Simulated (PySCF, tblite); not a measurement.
**CH12O2Si5: geometry, infrared bands and NMR shifts**

Wanted: the infrared bands and NMR shifts of CH12O2Si5 (`O[SiH2][Si@]1([SiH3])[SiH2]CO[SiH2]1`), by calculation.

Programs: tblite 0.8.0 and PySCF 2.14.0, with density-fitted response routines of our own. Each step states its level of theory. These are calculated values for one molecule in the gas phase, unless marked as measured. Atoms are numbered from 0 throughout.

### 1 The molecule as given

20 atoms, charge 0, multiplicity 1; geometry from: force field or distance geometry start.

Bonds of the start (Å): O0–Si1 1.67, Si1–Si2 2.20, Si2–Si3 2.22, Si2–Si4 2.27, Si4–C5 1.90, C5–O6 1.44, O6–Si7 1.68, Si7–Si2 2.28, O0–H8 0.97, Si1–H9 1.47, Si1–H10 1.47, Si3–H11 1.47, Si3–H12 1.50, Si3–H13 1.48, Si4–H14 1.48, Si4–H15 1.49, C5–H16 1.09, C5–H17 1.10, Si7–H18 1.49, Si7–H19 1.48.

### 2 Geometry optimisation with GFN2-xTB

The job: settings as JSON, then the geometry in Å.

```
{"job": {"kind": "relax", "xc": "GFN2-xTB", "basis": "xTB"}, "charge": 0, "multiplicity": 1}
O      3.409000     0.238200     0.570100
Si     2.263400     0.623500    -0.588400
Si     0.221100     0.355600     0.198100
Si    -0.336600     1.651800     1.910000
Si    -0.398700    -1.812700     0.463900
C     -1.898500    -1.849800    -0.697600
O     -1.858200    -0.929400    -1.809900
Si    -1.298900     0.617700    -1.478400
H      4.329200     0.219900     0.272300
H      2.529700    -0.242700    -1.747700
H      2.508700     2.017300    -0.992700
H     -0.185400     3.077500     1.577300
H      0.500600     1.356300     3.116100
H     -1.747200     1.416100     2.301800
H      0.665900    -2.717600    -0.025400
H     -0.775600    -2.143900     1.867900
H     -1.995100    -2.854100    -1.107800
H     -2.808600    -1.657300    -0.119600
H     -2.445700     1.446000    -1.021700
H     -0.684400     1.198200    -2.691300
```

Command:

```bash
$ OMP_NUM_THREADS=1 python probes_run.py task.json out
```

One launch serves the whole session: the jobs run in the order shown.

**Question.** This job is followed by: GFN2-xTB harmonic vibrations, gas phase; GIAO PBE0/pcSseg-1 NMR shielding, non-relativistic, gas phase. What will the session give for the following? strongest single infrared mode (GFN2-xTB); zero-point energy (GFN2-xTB); ¹³C shifts against TMS (PBE0/pcSseg-1); ¹H shifts against TMS (PBE0/pcSseg-1, means over atoms taken as alike); ¹⁷O shifts against H2O (PBE0/pcSseg-1); ²⁹Si shifts against TMS (PBE0/pcSseg-1).

As calculated:

| quantity | value |
| --- | --- |
| strongest single infrared mode (GFN2-xTB) | 757 cm⁻¹, 820 km/mol |
| zero-point energy (GFN2-xTB) | 74.6 kcal/mol |
| ¹³C shifts against TMS (PBE0/pcSseg-1) | 58.2 ppm |
| ¹H shifts against TMS (PBE0/pcSseg-1, means over atoms taken as alike) | 5.75, 5.72, 5.41, 5.37, 4.54, 4.16, 4.15, 3.78, 3.48, 0.42 ppm |
| ¹⁷O shifts against H2O (PBE0/pcSseg-1) | 25.4, 6.1 ppm |
| ²⁹Si shifts against TMS (PBE0/pcSseg-1) | -6.8, -11.7, -53.8, -105.9, -155.6 ppm |

The optimisation took 186 steps and gained 0.731 eV; among the close pairs (by a distance rule), Si2–Si3 changed most, from 2.219 to 2.352 Å. All 54 modes are real, so the xTB geometry is a minimum. The strongest single mode, at 757 cm⁻¹, has its largest shares on H11, H13, H12 and C5 (the list is cut at 4 atoms). Unscaled tight-binding wavenumbers are off by several per cent, some by more. Its intensities can rank the bands wrongly.
